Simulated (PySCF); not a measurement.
# C13H10OSe: the cost of one run

Programs: PySCF 2.14.0, with routines of our own; each step states its level. All values are computed. Atoms count from 0.

## (1) The starting structure

25 atoms, charge 0, multiplicity 1; geometry from: GFN2-xTB.

## (2) NMR shieldings: PBE/pcSseg-1 Se:us-x2c-TZVPall-2c, spin–orbit

Job settings and geometry (Å):

```
{"job": {"kind": "hnmr", "xc": "PBE", "basis": {"default": "pcSseg-1", "Se": "us-x2c-TZVPall-2c"}, "rel": "so"}, "charge": 0, "multiplicity": 1}
O      0.023999    -1.261337    -0.047641
C      0.582223    -0.212869     0.120298
Se    -0.491727     1.418508     0.187006
C     -2.210782     0.592575    -0.050433
C     -2.450835    -0.198049    -1.161508
C     -3.685094    -0.805818    -1.302796
C     -4.674810    -0.604327    -0.355125
C     -4.433109     0.207769     0.740531
C     -3.196524     0.806703     0.899625
C      2.030172    -0.027584     0.286323
C      2.838253    -1.164946     0.232493
C      4.206470    -1.048953     0.381313
C      4.779461     0.196886     0.584344
C      3.981661     1.330015     0.638721
C      2.612795     1.220066     0.490341
H     -1.679902    -0.346332    -1.903167
H     -3.874578    -1.436265    -2.158961
H     -5.637537    -1.079643    -0.472082
H     -5.205787     0.370924     1.477741
H     -2.993089     1.434191     1.756638
H      2.372949    -2.126422     0.074052
H      4.828813    -1.930399     0.339545
H      5.849644     0.285917     0.699096
H      4.429529     2.299391     0.797221
H      1.986871     2.104144     0.534251
```

Method: PBE/pcSseg-1 Se:us-x2c-TZVPall-2c GIAO NMR shielding, X2C with spin-orbit coupling, screened-nuclear two-electron part, Gaussian nuclei, gas phase.

Launch:

```console
$ OMP_NUM_THREADS=1 python heavy_run.py task.json out
```

This one command runs all jobs of the session in turn.

**Question.** How long does this first job take on 1 thread of Arm Neoverse V1, shared host, and how much memory does it need?

About 5.1 min, with a peak of 2.1 GiB.
